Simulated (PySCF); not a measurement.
# One shape, several levels: SiNH3OF2 (SMILES N[Si](O)(F)F)

Wanted: a comparison of 6 runs (HF/def2-SVP, SVWN5/STO-3G, B3LYP/6-31G*, PBE0/def2-SVP, B2PLYP/6-31+G*, PBE/6-311G**) of SiNH3OF2. Input form: a Python script.

Program for the calculation: PySCF 2.14.0.

**1. Starting point**

SiNH3OF2: 8 atoms, total charge 0, spin state singlet. SMILES: `N[Si](O)(F)F`. The shape is that of a PBE0-D4/def2-TZVP optimisation. This is one conformer, not always the lowest.

Bond lengths: N1–Si2 1.686 Å, Si2–O3 1.619 Å, Si2–F4 1.581 Å, Si2–F5 1.584 Å, N1–H6 1.006 Å, N1–H7 1.006 Å, O3–H8 0.958 Å. Angles: N1–Si2–O3 112.4°, N1–Si2–F4 115.5°, N1–Si2–F5 106.2°, O3–Si2–F4 104.1°, O3–Si2–F5 112.9°, F4–Si2–F5 105.9°, Si2–N1–H6 121.2°, Si2–N1–H7 120.5°, Si2–O3–H8 117.2°, H6–N1–H7 111.9°.

**2. Energy and forces at HF/def2-SVP (run 1)**

Input file input.py:

```python
from pyscf import gto, scf

molecule = gto.M(
    atom='''
N   -0.442300   1.046800   0.335400
Si   0.149700  -0.326200  -0.442800
O    0.387300  -1.558900   0.578900
F   -0.787600  -0.930400  -1.563300
F    1.475500   0.124100  -1.183100
H   -1.266000   1.005400   0.911900
H   -0.311700   1.959400  -0.068300
H    0.887300  -1.377200   1.375500
''',
    max_memory=1860,
    basis='def2-svp',
    spin=0,
    charge=0,
    verbose=4,
)

mf = scf.RHF(molecule)
mf.conv_tol = 1e-10
mf.kernel()
if not mf.converged:
    mf = mf.newton().run(mf.mo_coeff, mf.mo_occ)

e_final = mf.e_tot
print('E(%s) = %.9f' % ('HF', e_final))
grad = mf.nuc_grad_method().kernel()
mf.analyze()
```

On the command line:

```console
$ OMP_NUM_THREADS=1 python input.py
```

What it wrote:

```text
PySCF version 2.14.0

[... 90 lines left out ...]
MO #5   energy= -15.560746707173   occ= 2
[... 11 lines left out ...]
MO #17  energy= -0.701482180995368 occ= 2
[... 11 lines left out ...]
MO #29  energy= 0.263632859690913  occ= 0
[... 11 lines left out ...]
MO #41  energy= 0.966438550649241  occ= 0
[... 11 lines left out ...]
MO #53  energy= 1.52417535020371   occ= 0
[... 11 lines left out ...]
MO #65  energy= 2.11805419769939   occ= 0
[... 11 lines left out ...]
MO #77  energy= 3.43352085999787   occ= 0
[... 11 lines left out ...]
MO #89  energy= 4.10521481320674   occ= 0
[... 100 lines left out ...]
Dipole moment(X, Y, Z, Debye): -0.56469,  2.18824,  2.81347
```

It took 8.7 s on 1 thread of Intel Xeon at 2.70GHz, shared host; peak memory 0.18 GiB.

**3. Energy and gradient at SVWN5/STO-3G (run 2)**

Input file input.py:

```python
# N[Si](O)(F)F
from pyscf import gto, dft

mol = gto.M(
    atom='''
N     -0.835826     1.978165     0.633814
Si     0.282892    -0.616429    -0.836771
O      0.731891    -2.945894     1.093962
F     -1.488348    -1.758201    -2.954209
F      2.788291     0.234515    -2.235735
H     -2.392393     1.899931     1.723241
H     -0.589028     3.702729    -0.129068
H      1.676754    -2.602531     2.599318
''',
    spin=0,
    verbose=4,
    charge=0,
    unit='bohr',
    basis='sto-3g',
    max_memory=1860,
)

mf = dft.RKS(mol, xc='svwn')
mf.conv_tol = 1e-10
mf.grids.level = 5
mf.kernel()
if not mf.converged:
    mf = mf.newton().run(mf.mo_coeff, mf.mo_occ)

energy = mf.e_tot
print('Final energy', energy)
grad = mf.nuc_grad_method().kernel()
dip = mf.dip_moment()
pop, q = mf.mulliken_pop()
```

On the command line:

```console
$ OMP_NUM_THREADS=1 python input.py
```

What it wrote:

```text
PySCF version 2.14.0

[... 78 lines left out ...]
converged SCF energy = -609.468712867911
Final energy -609.4687128679109
[... 12 lines left out ...]
Dipole moment(X, Y, Z, Debye): -0.33074,  1.35808,  1.21260
[... 41 lines left out ...]
charge of    7H =      0.20649
```

Run time: 9.6 s. Hardware: 1 thread of Intel Xeon at 2.70GHz, shared host; peak memory 0.24 GiB.

Runs 3 to 4 aren't shown in full; the table further down has their settings and results.

**4. The energy at B2PLYP/6-31+G(d) (spherical functions) (run 5)**

Input file start.xyz:

```xyz
8
F2H3NOSi
N     -0.442300     1.046800     0.335400
Si     0.149700    -0.326200    -0.442800
O      0.387300    -1.558900     0.578900
F     -0.787600    -0.930400    -1.563300
F      1.475500     0.124100    -1.183100
H     -1.266000     1.005400     0.911900
H     -0.311700     1.959400    -0.068300
H      0.887300    -1.377200     1.375500
```

Input file run.py:

```python
from pyscf import gto, dft, mp

mol = gto.Mole()
mol.atom = 'start.xyz'
mol.max_memory = 1860
mol.basis = '6-31+g*'
mol.charge = 0
mol.spin = 0
mol.verbose = 3
mol.build()

mf = dft.RKS(mol)
mf.xc = '0.53*HF + 0.47*B88, 0.73*LYP'
mf.grids.level = 5
mf.conv_tol = 1e-10
mf.kernel()
if not mf.converged:
    mf = mf.newton().run(mf.mo_coeff, mf.mo_occ)

pt = mp.MP2(mf, frozen=9).run()
energy = mf.e_tot + 0.27 * pt.e_corr
print('PT2 part  %.8f' % (0.27 * pt.e_corr))
print('E = %.10f Eh' % energy)
dip = mf.dip_moment()
pop, q = mf.mulliken_pop()
```

On the command line:

```console
$ OMP_NUM_THREADS=1 python run.py
```

What it wrote:

```text
converged SCF energy = -620.516271726016
[... 4 lines left out ...]
Dipole moment(X, Y, Z, Debye): -0.53761,  2.13433,  2.66992
[... 109 lines left out ...]
charge of    7H =      0.51917
```

It took 29 s on 1 thread of Intel Xeon at 2.70GHz, shared host; peak memory 0.52 GiB.

**5. Energy and gradient at PBE/6-311G(d,p) (run 6)**

Input file input.py:

```python
# N[Si](O)(F)F
import pyscf.grad
from pyscf import gto, dft

mol = gto.M(
    atom='''
N   -0.442300   1.046800   0.335400
Si   0.149700  -0.326200  -0.442800
O    0.387300  -1.558900   0.578900
F   -0.787600  -0.930400  -1.563300
F    1.475500   0.124100  -1.183100
H   -1.266000   1.005400   0.911900
H   -0.311700   1.959400  -0.068300
H    0.887300  -1.377200   1.375500
''',
    verbose=3,
    basis='6-311g**',
    charge=0,
    max_memory=1860,
)

myscf = dft.RKS(mol, xc='pbe')
myscf.grids.level = 5
myscf.conv_tol = 1e-10
myscf.kernel()
if not myscf.converged:
    myscf = myscf.newton().run(myscf.mo_coeff, myscf.mo_occ)

energy = myscf.e_tot
print('Final energy', energy)
grad = myscf.Gradients().kernel()
myscf.analyze()
```

On the command line:

```console
$ OMP_NUM_THREADS=1 python input.py
```

What it wrote:

```text
converged SCF energy = -620.789409012729
[... 13 lines left out ...]
MO #4   energy= -18.7538157848961  occ= 2
[... 13 lines left out ...]
MO #18  energy= -0.42490050820593  occ= 2
[... 13 lines left out ...]
MO #32  energy= 0.146694475594697  occ= 0
[... 13 lines left out ...]
MO #46  energy= 0.812395434375455  occ= 0
[... 13 lines left out ...]
MO #60  energy= 1.16690184861213   occ= 0
[... 13 lines left out ...]
MO #74  energy= 2.30904710981369   occ= 0
[... 13 lines left out ...]
MO #88  energy= 3.67019477445389   occ= 0
[... 13 lines left out ...]
MO #102 energy= 5.53787779304143   occ= 0
[... 13 lines left out ...]
MO #116 energy= 140.342871752159   occ= 0
[... 9 lines left out ...]
Dipole moment(X, Y, Z, Debye): -0.52867,  2.02783,  2.64844
```

It took 44 s on 1 thread of Intel Xeon at 2.70GHz, shared host; peak memory 1.2 GiB.

**6. All runs side by side**

```tsv
run	level	integration grid	task	energy (Eh)	dipole moment (D)	HOMO energy (eV)	LUMO energy (eV)	wall time
1	HF/def2-SVP	–	gradient	-618.735760	3.61	-12.19	4.11	8.7 s
2	SVWN5/STO-3G	5	gradient	-609.468713	1.85	-2.00	6.09	9.6 s
3	B3LYP/6-31G* (spherical functions)	5	gradient	-621.150318	3.30	-7.70	0.94	28 s
4	PBE0/def2-SVP	5	gradient	-620.364243	3.38	-8.13	1.06	32 s
5	B2PLYP/6-31+G* (spherical functions)	5	energy	-620.770681	3.46	-9.85	0.22	29 s
6	PBE/6-311G**	5	gradient	-620.789409	3.38	-6.68	-0.24	44 s
```

**7. Summary of results**

| quantity | value |
| --- | --- |
| run 6: total energy | -620.78941 Eh |
| run 6: dipole moment | 3.38 D |
| run 6: HOMO energy | -6.68 eV |
| run 6: LUMO energy | -0.24 eV |
| run 6: HOMO–LUMO gap | 6.43 eV |
| run 6: largest force on an atom | 1.329 eV/Å |

The dipole moment (its size) runs from 1.85 D (SVWN5/STO-3G) to 3.61 D (HF/def2-SVP). The two ends differ in method and basis. The HOMO–LUMO gap runs from 6.43 eV (PBE/6-311G**) to 16.30 eV (HF/def2-SVP). Totals of different functionals can't be ranked against each other. In run 2 the basis is minimal, so the values are rough. All runs together took 2.5 min, the longest 44 s.
